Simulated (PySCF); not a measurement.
**HF/cc-pVTZ (density fitting) run of GaHSCl2 (SMILES [SH][Ga]([Cl])[Cl])**

What is the vertical ionisation energy of GaHSCl2 at HF/cc-pVTZ (density fitting)? 

The results are computed with PySCF 2.14.0.

2 further runs of the same task are left out: 2 set aside as unsound or not needed.

**1. The molecule**

GaHSCl2 has 5 atoms, charge 0, and is taken as a singlet. As SMILES, `[SH][Ga]([Cl])[Cl]`. The coordinates come from a PBE0-D4/def2-TZVP relaxation.

Bond lengths: S1–Ga2 2.175 Å, Ga2–Cl3 2.121 Å, Ga2–Cl4 2.126 Å, S1–H5 1.345 Å. Angles: S1–Ga2–Cl3 120.2°, S1–Ga2–Cl4 121.4°, Cl3–Ga2–Cl4 118.4°, Ga2–S1–H5 92.3°.

**2. The energy at HF/cc-pVTZ (density fitting)**

job.py

```python
from pyscf import gto, scf
from pyscf import df

system = gto.M(
    atom='''
S      0.137383     3.188157     0.740584
Ga     0.522698    -0.856235     0.123777
Cl     3.647927    -2.843660     1.656534
Cl    -2.188492    -2.916414    -2.008779
H     -2.025031     3.288879    -0.590350
''',
    spin=0,
    basis='cc-pvtz',
    charge=0,
    verbose=4,
    unit='bohr',
    max_memory=1860,
)

mf = scf.RHF(system)
mf = mf.density_fit(auxbasis=df.aug_etb(system, beta=2.0))
mf.conv_tol = 1e-10
mf.kernel()
if not mf.converged:
    mf = mf.newton().run(mf.mo_coeff, mf.mo_occ)

energy = mf.e_tot
print(f'total energy: {energy:.8f} hartree')
```

On the command line:

```console
$ OMP_NUM_THREADS=1 python job.py
```

Standard output:

```text
PySCF version 2.14.0

[... 82 lines left out ...]
converged SCF energy = -3240.62692138155
total energy: -3240.62692138 hartree
```

It took 8.1 s on 1 thread of Arm Neoverse V2, shared host; peak memory 0.33 GiB.

**3. The doublet cation, same level**

input.py

```python
from pyscf import gto, scf
from pyscf import df

system = gto.M(
    atom=[
    ('S', (0.072700, 1.687100, 0.391900)),
    ('Ga', (0.276600, -0.453100, 0.065500)),
    ('Cl', (1.930400, -1.504800, 0.876600)),
    ('Cl', (-1.158100, -1.543300, -1.063000)),
    ('H', (-1.071600, 1.740400, -0.312400)),
],
    charge=1,
    basis='cc-pvtz',
    verbose=4,
    max_memory=1860,
    spin=1,
)

mf = scf.UHF(system)
mf = mf.density_fit(auxbasis=df.aug_etb(system, beta=2.0))
mf.conv_tol = 1e-10
mf.kernel()
if not mf.converged:
    mf = mf.newton().run(mf.mo_coeff, mf.mo_occ)

e_final = mf.e_tot
print(f'total energy: {e_final:.8f} hartree')
```

On the command line:

```console
$ OMP_NUM_THREADS=1 python input.py
```

Standard output:

```text
PySCF version 2.14.0

[... 118 lines left out ...]
converged SCF energy = -3240.27533612272  <S^2> = 0.76357362  2S+1 = 2.0135279
total energy: -3240.27533612 hartree
```

It took 20 s on 1 thread of Arm Neoverse V2, shared host; peak memory 0.34 GiB.

**4. What came out**

Level: HF/cc-pVTZ (density fitting).

```
                                          quantity           value
                     singlet GaHSCl2: total energy  -3240.62692 Eh
                    singlet GaHSCl2: dipole moment          1.42 D
                      singlet GaHSCl2: HOMO energy       -11.15 eV
                      singlet GaHSCl2: LUMO energy         1.70 eV
                    singlet GaHSCl2: HOMO–LUMO gap        12.85 eV
                      doublet cation: total energy  -3240.27534 Eh
doublet cation: HOMO energy (highest over α and β)       -17.01 eV
 doublet cation: LUMO energy (lowest over α and β)        -8.21 eV
                              doublet cation: ⟨S²⟩           0.764
vertical ionisation energy (to the doublet cation)        9.567 eV
```

The vertical ionisation energy comes to 9.57 eV (923 kJ/mol). −ε(HOMO) before ionisation, 11.15 eV, is 1.59 eV above this ionisation energy. Mulliken charges (doublet cation) run from -0.14 on Cl4 to +0.68 on Ga2.
